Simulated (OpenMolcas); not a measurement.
# One shape, several levels: CHFGaN (SMILES N#[C][GaH][F])

We compute a comparison of 6 runs (HF/STO-3G, HF/3-21G, B3LYP/cc-pVDZ, M06-L/cc-pVDZ, PBE0/cc-pVDZ, B3LYP/6-31G*) of CHFGaN. 

Program for the calculation: OpenMolcas 26.06.

1 further run of the same task is left out (set aside as unsound or not needed).

## Step 1: Starting point

CHFGaN: 5 atoms, total charge 0, spin state singlet. As SMILES, `N#[C][GaH][F]`. Geometry: relaxed at PBE0-D4/def2-TZVP.

Bond lengths: N1–C2 1.152 Å, C2–Ga3 1.931 Å, Ga3–F4 1.741 Å, Ga3–H5 1.539 Å. Angles: N1–C2–Ga3 177.5°, C2–Ga3–F4 112.3°, C2–Ga3–H5 127.5°, F4–Ga3–H5 120.2°.

## Step 2: Energy and forces at HF/STO-3G (run 1)

mol.input reads:

```
&GATEWAY
BasLib
$CurrDir
BasisSet
N.STO-3G....
N1 1.214000 -1.657200 1.266000 angstrom
End of Basis
BasisSet
C.STO-3G....
C2 0.641000 -0.864700 0.656300 angstrom
End of Basis
BasisSet
Ga.STO-3G....
Ga3 -0.259700 0.519000 -0.345500 angstrom
End of Basis
BasisSet
F.STO-3G....
F4 -1.724700 -0.053500 -1.092600 angstrom
End of Basis
BasisSet
H.STO-3G....
H5 0.179200 1.982700 -0.525600 angstrom
End of Basis
&SEWARD
&SCF
Thresholds
1e-10 1e-07 1e-07 1e-05
PrOrbitals
1 2
&ALASKA
```

The basis set STO-3G is read from a file made from the Basis Set Exchange's data (not shown).

The run is started by

```sh
$ export MOLCAS_MEM=1860
$ pymolcas mol.input > mol.log
```

The program printed:

```text
--- Start Module: gateway ---
[...]
--- Stop Module: gateway /rc=_RC_ALL_IS_WELL_ ---
[...]
      Basis functions           34
[...]
--- Start Module: scf ---
[...]
       Convergence after  20 Iterations
[...]
::    Total SCF energy                              -2090.6430977659
[...]
      Total spin, S                                     0.0000000000
[...]
      Total electronic charge=   54.000000
      Total            charge=   -0.000000
[...]
      Dipole Moment (debye):
      Origin of the operator (angstrom)=   -0.2244    0.0276   -0.1696
                   X= -8.2657E-01               Y=  2.6145E+00               Z= -1.3393E+00           Total=  3.0516E+00
      Quadrupole Moment (debye*angstrom):
[...]
--- Stop Module: scf /rc=_RC_ALL_IS_WELL_ ---
[...]
--- Start Module: alaska ---
[...]
 *              Molecular gradients               *
 **************************************************
  Irreducible representation: a
 ------------------------------------------------------------------------------------------
                              X                       Y                       Z
 ------------------------------------------------------------------------------------------
  N1               -7.62821365878530E-03    1.20828066664309E-02   -8.60014526779196E-03
  C2                3.89470975371402E-02   -5.64254464398340E-02    4.22582019660833E-02
  GA3               9.48822333671195E-03    1.08957108539691E-02    2.59299622850362E-03
  F4               -5.98253906082569E-02   -2.26548775544391E-02   -3.07355183794691E-02
  H5                1.90182833932075E-02    5.61018064738779E-02   -5.51553454734954E-03
 ------------------------------------------------------------------------------------------
--- Stop Module: alaska /rc=_RC_ALL_IS_WELL_ ---
[...]
```

Wall time 3.9 s (1 thread of Arm Neoverse N1, shared host); peak memory 0.37 GiB.

## Step 3: Energy and gradient at HF/3-21G (run 2)

mol.xyz reads:

```xyz
5

N      1.214000    -1.657200     1.266000
C      0.641000    -0.864700     0.656300
Ga    -0.259700     0.519000    -0.345500
F     -1.724700    -0.053500    -1.092600
H      0.179200     1.982700    -0.525600
```

run.inp reads:

```
>>> EXPORT MOLCAS_PRINT=2
&GATEWAY
BasLib = $CurrDir
Coord = mol.xyz
Basis = 3-21G
Group = NoSym
&SEWARD
&SCF
Thresholds = 1e-10 1e-07 1e-07 1e-05
PrOrbitals = 1 1
&ALASKA
```

The basis set 3-21G is read from a file made from the Basis Set Exchange's data (not shown).

The run is started by

```sh
$ export MOLCAS_MEM=1860
$ pymolcas run.inp > run.log
```

The program printed:

```text
--- Start Module: gateway ---
[...]
--- Stop Module: gateway /rc=_RC_ALL_IS_WELL_ ---
[...]
      Basis functions           51
[...]
--- Start Module: scf ---
[...]
       Convergence after  15 Iterations
[...]
::    Total SCF energy                              -2105.1892403093
[...]
      Total spin, S                                     0.0000000000
[...]
      Total electronic charge=   54.000000
      Total            charge=   -0.000000
[...]
      Dipole Moment (debye):
      Origin of the operator (angstrom)=   -0.2244    0.0276   -0.1696
                   X=  3.9798E-01               Y=  3.1412E+00               Z= -7.2989E-01           Total=  3.2493E+00
      Quadrupole Moment (debye*angstrom):
[...]
--- Stop Module: scf /rc=_RC_ALL_IS_WELL_ ---
[...]
--- Start Module: alaska ---
[...]
 *              Molecular gradients               *
 **************************************************
  Irreducible representation: a
 ------------------------------------------------------------------------------------------
                              X                       Y                       Z
 ------------------------------------------------------------------------------------------
  N1                1.28506999184612E-02   -1.49284247484722E-02    1.27785547630861E-02
  C2               -1.43987455448937E-02    1.08886959597450E-02   -1.24910858949754E-02
  GA3               2.76643089396629E-02    1.82197080965700E-02    1.17898061851589E-02
  F4               -2.48177766917514E-02   -1.19132647650826E-02   -1.19644508066923E-02
  H5               -1.29848662148202E-03   -2.26671454276062E-03   -1.12824246605636E-04
 ------------------------------------------------------------------------------------------
--- Stop Module: alaska /rc=_RC_ALL_IS_WELL_ ---
[...]
```

Run time: 4.2 s. Hardware: 1 thread of Arm Neoverse N1, shared host; peak memory 0.38 GiB.

Runs 3 to 5 aren't shown in full; the table further down has their settings and results.

## Step 4: Energy and forces at B3LYP/6-31G(d) (Cartesian functions) (run 6)

coord.xyz reads:

```xyz
5

N      1.214000    -1.657200     1.266000
C      0.641000    -0.864700     0.656300
Ga    -0.259700     0.519000    -0.345500
F     -1.724700    -0.053500    -1.092600
H      0.179200     1.982700    -0.525600
```

test.input reads:

```
* CHFGaN Kohn-Sham DFT

&GATEWAY
 BasLib=$CurrDir
 Coord=coord.xyz
 Basis=6-31Gs
 Group=NoSym

&SEWARD
 GridInput
 Grid=UltraFine
 End of Grid

&SCF
 KSDFT=B3LYP
 Thresholds=1e-10 1e-07 1e-07 1e-05
 PrOrbitals=1

&ALASKA
```

The basis set 6-31G* is read from a file made from the Basis Set Exchange's data (not shown).

The run is started by

```sh
$ export MOLCAS_MEM=1860
$ pymolcas test.input > test.log
```

The program printed:

```text
--- Start Module: gateway ---
[...]
--- Stop Module: gateway /rc=_RC_ALL_IS_WELL_ ---
[...]
      Basis functions           82
[...]
--- Start Module: scf ---
[...]
       Convergence after  16 Iterations
[...]
::    Total KS-DFT energy                           -2117.9453591789
[...]
      Total spin, S                                     0.0000000000
[...]
      Total electronic charge=   54.000000
      Total            charge=   -0.000000
[...]
      Dipole Moment (debye):
      Origin of the operator (angstrom)=   -0.2244    0.0276   -0.1696
                   X=  7.9935E-02               Y=  2.9746E+00               Z= -8.7886E-01           Total=  3.1027E+00
      Quadrupole Moment (debye*angstrom):
[...]
--- Stop Module: scf /rc=_RC_ALL_IS_WELL_ ---
[...]
--- Start Module: alaska ---
[...]
 *              Molecular gradients               *
 **************************************************
  Irreducible representation: a
 ------------------------------------------------------------------------------------------
                              X                       Y                       Z
 ------------------------------------------------------------------------------------------
  N1               -1.38350024555685E-02    1.98245967776245E-02   -1.49396991790631E-02
  C2                1.19719607082536E-02   -1.85570699003368E-02    1.33672797530410E-02
  GA3               7.15312915133381E-04    5.96896708387362E-04    2.65267006615943E-04
  F4                1.98155218161489E-03    2.60287074572929E-04    1.17067556855055E-03
  H5               -8.33823349367435E-04   -2.12471066035569E-03    1.36476850939982E-04
 ------------------------------------------------------------------------------------------
--- Stop Module: alaska /rc=_RC_ALL_IS_WELL_ ---
[...]
```

It took 36 s on 1 thread of Arm Neoverse N1, shared host; peak memory 0.46 GiB.

## Step 5: Overview of the runs

| run | level | integration grid | Cartesian functions | energy (Eh) | dipole moment (D) | HOMO energy (eV) | LUMO energy (eV) | wall time |
| --- | --- | --- | --- | --- | --- | --- | --- | --- |
| 1 | HF/STO-3G | – | no | -2090.643098 | 3.05 | -8.80 | 3.84 | 3.9 s |
| 2 | HF/3-21G | – | no | -2105.189240 | 3.25 | -13.15 | 0.63 | 4.2 s |
| 3 | B3LYP/cc-pVDZ | UltraFine | no | -2118.198898 | 3.08 | -9.67 | -2.68 | 35 s |
| 4 | M06-L/cc-pVDZ | UltraFine | no | -2118.078868 | 3.16 | -8.58 | -2.93 | 52 s |
| 5 | PBE0/cc-pVDZ | UltraFine | no | -2117.690662 | 3.13 | -9.97 | -2.43 | 31 s |
| 6 | B3LYP/6-31G* (Cartesian functions) | UltraFine | yes | -2117.945359 | 3.10 | -9.63 | -2.67 | 36 s |

## Step 6: What came out

| quantity | value |
| --- | --- |
| run 6: total energy | -2117.94536 Eh |
| run 6: dipole moment | 3.10 D |
| run 6: HOMO energy | -9.63 eV |
| run 6: LUMO energy | -2.67 eV |
| run 6: HOMO–LUMO gap | 6.97 eV |
| run 6: largest force on an atom | 1.461 eV/Å |

What this shows: The dipole moment (its size) runs from 3.05 D (HF/STO-3G) to 3.25 D (HF/3-21G). The HOMO–LUMO gap runs from 5.65 eV (M06-L/cc-pVDZ) to 13.78 eV (HF/3-21G). The two ends differ in method and basis. Totals of different functionals can't be ranked against each other. In run 1 the basis is minimal, so the values are rough. All runs together took 2.7 min, the longest 52 s.
